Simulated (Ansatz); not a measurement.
# C₃H₁₀NO₃Ta: how energies converge with the basis set

The task here is to estimate one member of a computed series from the others.

The runs use Ansatz 0.2.0, Gaussian basis; one geometry, several basis sets.

Levels to be run: PBE0-D4/def2-SVP; ωB97M-V/def2-SVP; PBE0-D4/def2-QZVPP; ωB97M-V/def2-QZVPP; the functionals' def2-TZVPP values are taken from earlier runs.

**The relaxed structure**

The geometry comes from an earlier relaxation with PBE0-D4 in a triple-zeta def2 set; it is a stationary point, not always the lowest conformer. Ta takes the def2 core potential; no spin-orbit term is included.

SMILES `C[O][Ta](=[NH])([O]C)[O]C`, 18 atoms, charge 0, spin multiplicity 1.

Atoms are counted from 1 here; the program's logs count them from 0.

Bond lengths: C1–O2 1.396 Å, C1–H9 1.095 Å, C1–H10 1.095 Å, C1–H11 1.095 Å, O2–Ta3 1.900 Å, Ta3–N4 1.775 Å, Ta3–O5 1.900 Å, Ta3–O7 1.900 Å, N4–H12 1.005 Å, O5–C6 1.396 Å, C6–H13 1.095 Å, C6–H14 1.095 Å, C6–H15 1.095 Å, O7–C8 1.396 Å, C8–H16 1.095 Å, C8–H17 1.095 Å, C8–H18 1.095 Å. Angles: O2–C1–H9 111.2°, O2–C1–H10 109.9°, O2–C1–H11 109.9°, H9–C1–H10 108.7°, H9–C1–H11 108.7°, H10–C1–H11 108.3°, C1–O2–Ta3 144.0°, O2–Ta3–N4 109.2°, O2–Ta3–O5 109.8°, O2–Ta3–O7 109.8°, N4–Ta3–O5 109.2°, N4–Ta3–O7 109.2°, O5–Ta3–O7 109.8°, Ta3–N4–H12 180.0°, Ta3–O5–C6 144.0°, O5–C6–H13 111.2°, O5–C6–H14 109.9°, O5–C6–H15 109.9° and more.

Coordinates:

```xyz
18
charge 0, multiplicity 1
C    -1.3789   -0.6560    2.7506
O    -1.1342   -0.7138    1.3772
Ta   -0.0379   -0.0342   -0.0180
N     1.1271    1.1181    0.6642
O    -1.1148    0.8552   -1.3062
C    -1.3471    2.0819   -1.9311
O     0.9067   -1.4604   -0.8451
C     2.1806   -1.9578   -1.1266
H    -0.6931    0.0393    3.2455
H    -2.4065   -0.3256    2.9327
H    -1.2534   -1.6489    3.1939
H     1.7867    1.7710    1.0503
H    -0.6618    2.8508   -1.5596
H    -2.3753    2.4072   -1.7437
H    -1.2100    1.9815   -3.0125
H     2.3132   -2.0526   -2.2090
H     2.9592   -1.2959   -0.7335
H     2.3018   -2.9486   -0.6773
```

The first run:

File in.yaml:

```yaml
crystal:
  periodic: [false, false, false]
  atoms:
    - {symbol: C, position_ang: [-1.378916, -0.655992, 2.750576]}
    - {symbol: O, position_ang: [-1.134188, -0.713805, 1.377209]}
    - {symbol: Ta, position_ang: [-0.037855, -0.034232, -0.017994]}
    - {symbol: N, position_ang: [1.127127, 1.118078, 0.664162]}
    - {symbol: O, position_ang: [-1.114798, 0.855177, -1.306234]}
    - {symbol: C, position_ang: [-1.347088, 2.081926, -1.931122]}
    - {symbol: O, position_ang: [0.906749, -1.460418, -0.845102]}
    - {symbol: C, position_ang: [2.180644, -1.957792, -1.126551]}
    - {symbol: H, position_ang: [-0.693067, 0.039325, 3.245455]}
    - {symbol: H, position_ang: [-2.406474, -0.325618, 2.932714]}
    - {symbol: H, position_ang: [-1.253389, -1.648929, 3.193888]}
    - {symbol: H, position_ang: [1.786670, 1.770972, 1.050325]}
    - {symbol: H, position_ang: [-0.661827, 2.850840, -1.559644]}
    - {symbol: H, position_ang: [-2.375347, 2.407187, -1.743673]}
    - {symbol: H, position_ang: [-1.209954, 1.981546, -3.012495]}
    - {symbol: H, position_ang: [2.313246, -2.052564, -2.208994]}
    - {symbol: H, position_ang: [2.959246, -1.295888, -0.733534]}
    - {symbol: H, position_ang: [2.301819, -2.948611, -0.677285]}
basis:
  gaussian: {orbitals: def2-SVP}
hamiltonian: {xc: pbe0, dispersion: d4}
output: {orbitals: {seedname: orbitals}}
```

The run is started by

```sh
$ ansatz run in.yaml --threads 4 --pin off --events-out ev --progress --plain --max-ram 41984MiB --backend cpu
```

Steps of the session up to this table: PBE0-D4 in def2-SVP; ωB97M-V in def2-SVP; PBE0-D4 in def2-QZVPP; ωB97M-V in def2-QZVPP.

One table of the session follows, with a row left open; its other results are not shown here.

It belongs to the step «Functionals by basis». 

| functional | basis | HOMO (eV) | LUMO (eV) |
| --- | --- | --- | --- |
| PBE0-D4 | def2-SVP | -7.37 | 0.49 |
| PBE0-D4 | def2-TZVPP | -7.39 | 0.32 |
| PBE0-D4 | def2-QZVPP | -7.42 | 0.05 |
| ωB97M-V | def2-SVP | ? | ? |
| ωB97M-V | def2-TZVPP | -9.71 | 1.54 |
| ωB97M-V | def2-QZVPP | -9.75 | 0.96 |

Q: Estimate the row for ωB97M-V, def2-SVP from the others.

**Answer.** HOMO (eV): -9.70; LUMO (eV): 1.83. In the column «HOMO (eV)» it lies between ωB97M-V, def2-TZVPP (-9.71) and PBE0-D4, def2-QZVPP (-7.42).
